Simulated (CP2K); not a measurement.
A run of CP2K 2026.2 is set up as follows.

gew_scf.inp

```
&GLOBAL
  PROJECT gew_scf
  RUN_TYPE ENERGY_FORCE
  PRINT_LEVEL LOW
&END GLOBAL
&FORCE_EVAL
  METHOD QS
  STRESS_TENSOR ANALYTICAL
  &DFT
    BASIS_SET_FILE_NAME BASIS_MOLOPT_UZH
    POTENTIAL_FILE_NAME POTENTIAL_UZH
    &MGRID
      CUTOFF 450
      REL_CUTOFF 60
      NGRIDS 4
    &END MGRID
    &QS
      METHOD GPW
      EPS_DEFAULT 1.0E-10
    &END QS
    &KPOINTS
      SCHEME MONKHORST-PACK 9 9 9
      GAMMA_CENTERED T
      SYMMETRY T
      SYMMETRY_BACKEND SPGLIB
    &END KPOINTS
    &SCF
      SCF_GUESS ATOMIC
      EPS_SCF 1.0E-6
      MAX_SCF 100
      ADDED_MOS 13
      CHOLESKY OFF
      EPS_EIGVAL 1.0E-7
      &DIAGONALIZATION ON
        ALGORITHM STANDARD
      &END DIAGONALIZATION
      &MIXING ON
        METHOD BROYDEN_MIXING
        ALPHA 0.4
        BETA 1.5
        NBUFFER 8
      &END MIXING
      &SMEAR ON
        METHOD FERMI_DIRAC
        ELECTRONIC_TEMPERATURE [K] 580.226
      &END SMEAR
    &END SCF
    &XC
      &XC_FUNCTIONAL
        &GGA_X_PBE
        &END GGA_X_PBE
        &GGA_C_PBE
        &END GGA_C_PBE
      &END XC_FUNCTIONAL
    &END XC
    &PRINT
      &KPOINTS ON
      &END KPOINTS
      &MULLIKEN ON
      &END MULLIKEN
      &MO ON
        ENERGIES T
        OCCUPATION_NUMBERS T
        &EACH
          QS_SCF 0
        &END EACH
        ADD_LAST NUMERIC
      &END MO
      &LOWDIN ON
      &END LOWDIN
      &HIRSHFELD ON
        SHAPE_FUNCTION DENSITY
      &END HIRSHFELD
      &E_DENSITY_CUBE ON
        STRIDE 1
      &END E_DENSITY_CUBE
      &V_HARTREE_CUBE ON
        STRIDE 1
      &END V_HARTREE_CUBE
      &ELF_CUBE ON
        STRIDE 1
      &END ELF_CUBE
    &END PRINT
  &END DFT
  &SUBSYS
    &CELL
      A 3.6452910205 0.0000000000 0.0000000000
      B 1.8226455103 3.1569146279 0.0000000000
      C 1.8226455103 1.0523048760 2.9763676547
      PERIODIC XYZ
    &END CELL
    &COORD
      SCALED
      Ge  0.5000000000 0.5000000000 0.5000000000
      W   0.0000000000 0.0000000000 0.0000000000
    &END COORD
    &KIND Ge
      BASIS_SET TZVP-MOLOPT-PBE-GTH-q4
      POTENTIAL GTH-PBE-q4
    &END KIND
    &KIND W
      BASIS_SET TZVP-MOLOPT-PBE-GTH-q14
      POTENTIAL GTH-PBE-q14
    &END KIND
    &PRINT
      &ATOMIC_COORDINATES ON
      &END ATOMIC_COORDINATES
      &CELL ON
      &END CELL
      &SYMMETRY ON
      &END SYMMETRY
    &END PRINT
  &END SUBSYS
  &PRINT
    &FORCES ON
    &END FORCES
    &STRESS_TENSOR ON
    &END STRESS_TENSOR
  &END PRINT
&END FORCE_EVAL
```

Potentials or basis: POTENTIAL_UZH Ge GTH-PBE-q4, W GTH-PBE-q14; TZVP-MOLOPT-PBE-GTH basis.

Run with:

```console
$ OMP_NUM_THREADS=1 cp2k.psmp -i gew_scf.inp -o gew_scf.out
```

Task: Estimate the band gap on the k mesh.

Result: None (metal or under the smearing width).

Task: What does it give for the Hirshfeld charges?

Result: Ge -0.09; W +0.09 e.

Caveat: the basis of atomic orbitals isn't converged, which shifts pressures, moduli and gaps. The run has no spin-orbit coupling, so splittings on W are missing.
